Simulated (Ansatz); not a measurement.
# CdS (Greenockite): how the settings move a relaxation

Aim: see which settings change the result for CdS (Greenockite), by how much, and at what cost.

Program: Ansatz 0.2.0. Level of theory: reference: DFT, LDA, all-electron LAPW, scalar-relativistic. These are calculated values, not measurements.

1 further run of the same task is left out (it didn't finish).

## (1) Starting point

It takes space group P6_3mc (No. 186, hexagonal). The conventional cell has a = 4.205 Å, b = 4.205 Å, c = 6.826 Å, α = 90.00°, β = 90.00°, γ = 120.00°. Around Cd (site symmetry 3m) lie 4 S at 2.56 to 2.57 Å. S (site symmetry 3m) has 4 Cd at 2.56 to 2.57 Å as nearest neighbours.

Coordinates:

```xyz
4
Lattice="4.2046 0.0000 0.0000 -2.1023 3.6413 0.0000 0.0000 0.0000 6.8257" Properties=species:S:1:pos:R:3 pbc="T T T"
Cd    0.0000    2.4275    0.0000
Cd    2.1023    1.2138    3.4128
S     0.0000    2.4275    2.5596
S     2.1023    1.2138    5.9724
```

## (2) Reference

input.yaml

```yaml
crystal:
  lattice:
    - [4.2046115258, 0.0, 0.0]
    - [-2.1023057629, 3.6413003944, 0.0]
    - [0.0, 0.0, 6.8256549035]
  atoms:
    - { symbol: Cd, position: [0.3333333333, 0.6666666667, 0.0] }
    - { symbol: Cd, position: [0.6666666667, 0.3333333333, 0.5] }
    - { symbol: S, position: [0.3333333333, 0.6666666667, 0.375] }
    - { symbol: S, position: [0.6666666667, 0.3333333333, 0.875] }
kpoints:
  mp_grid: { grid: [7, 7, 4] }
scf:
  occupations: { method: fermi_dirac, width: 0.02 }
hamiltonian:
  xc: lda
  pseudopotentials: { kind: all_electron, lapw: { basis_error: 0.001 } }
output:
  forces: true
  stress: true
relax:
  f_tol: 0.005
  max_steps: 80
  cell: {}
```

Launch:

```console
$ ansatz run input.yaml --threads 1 --pin off --max-ram 3072MiB --backend cpu --events-out ev --progress --plain --runs-dir out
```

## (3) Changed: symmetry.detect false

input.yaml, as its differences from that of step 2:

```diff
@@ -10,2 +10,3 @@
     - { symbol: S, position: [0.6666666667, 0.3333333333, 0.875] }
+  symmetry: { detect: false }
 kpoints:
```

What does the calculation give? Wanted: for each run, ending; energy change; pressure; gap; force.

As calculated:

| run | ending | energy change | pressure (GPa) | gap (eV) | force (eV/Å) | cycles | time |
| --- | --- | --- | --- | --- | --- | --- | --- |
| reference | converged | 0 | 0.0 | 1.02 | 0.00 | 27 | 1.7 min |
| 1: symmetry.detect false | converged | 0.0 meV/atom | 0.0 | 1.02 | 0.00 | 24 | 5.8 min |

**Reading.** Same state: the changed use of symmetry leaves the energy within 0.5 meV/atom. Cost: 24 SCF cycles against 27, 5.8 min against 1.7 min.
